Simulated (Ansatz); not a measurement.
# H7NO3Si: the cost of one run

Method: UKS PBE0-D4/STO-3G, in Ansatz 0.2.0.

**1. The starting structure**

Bond lengths: Si1–N2 2.121 Å, Si1–O3 1.620 Å, Si1–O4 1.628 Å, Si1–O5 1.642 Å, N2–H8 1.012 Å, N2–H9 1.013 Å, O3–H10 0.957 Å, O4–H11 0.953 Å, O5–H12 0.953 Å. Angles: Si1–N2–H8 114.5°, Si1–N2–H9 116.2°, H8–N2–H9 107.1°, N2–Si1–O3 118.7°, N2–Si1–O4 108.7°, N2–Si1–O5 97.2°, O3–Si1–O4 123.7°, O3–Si1–O5 100.6°, O4–Si1–O5 101.9°, Si1–O3–H10 116.0°, Si1–O4–H11 118.5°, Si1–O5–H12 119.4°.

Structure file:

```xyz
12

Si   -0.3001    0.0020   -0.4462
N     0.9633   -0.1321    1.2519
O    -0.7876   -1.3661   -1.1628
O    -1.2353    1.3269   -0.2989
O     0.8412    0.5103   -1.5124
H    -0.2259   -0.6737    1.5800
H    -1.0621   -0.7918    1.0762
H     1.7646   -0.7390    1.1320
H     1.3067    0.7444    1.6248
H    -0.4473   -1.5231   -2.0430
H    -2.0374    1.2626    0.2113
H     1.2198    1.3796   -1.4128
```

**2. Run 1**

150 steps of 0.5 fs at constant energy, with velocities drawn for 600 K.

Contents of input.yaml:

```yaml
crystal:
  periodic: [false, false, false]
  atoms:
    - { symbol: Si, position_ang: [-0.3001, 0.002, -0.4462] }
    - { symbol: "N", position_ang: [0.9633, -0.1321, 1.2519] }
    - { symbol: O, position_ang: [-0.7876, -1.3661, -1.1628] }
    - { symbol: O, position_ang: [-1.2353, 1.3269, -0.2989] }
    - { symbol: O, position_ang: [0.8412, 0.5103, -1.5124] }
    - { symbol: H, position_ang: [-0.2259, -0.6737, 1.58] }
    - { symbol: H, position_ang: [-1.0621, -0.7918, 1.0762] }
    - { symbol: H, position_ang: [1.7646, -0.739, 1.132] }
    - { symbol: H, position_ang: [1.3067, 0.7444, 1.6248] }
    - { symbol: H, position_ang: [-0.4473, -1.5231, -2.043] }
    - { symbol: H, position_ang: [-2.0374, 1.2626, 0.2113] }
    - { symbol: H, position_ang: [1.2198, 1.3796, -1.4128] }
magnetization:
  spin_polarized: true
basis:
  gaussian: { orbitals: STO-3G }
hamiltonian:
  xc: pbe0
  dispersion: d4
md:
  timestep: 0.5
  n_steps: 150
  ensemble: nve
  temperature: 600.0
  initial_velocities: maxwell_boltzmann
  seed: 644380
```

Command:

```
ansatz run input.yaml --threads 1 --pin off --max-ram 2048MiB --backend cpu --events-out ev --progress --plain --runs-dir out
```

**Question.** How long does this run take on 1 thread of Arm Neoverse V2, shared host, and how much memory does it need?

About 7.8 min, with a peak of 0.14 GiB.
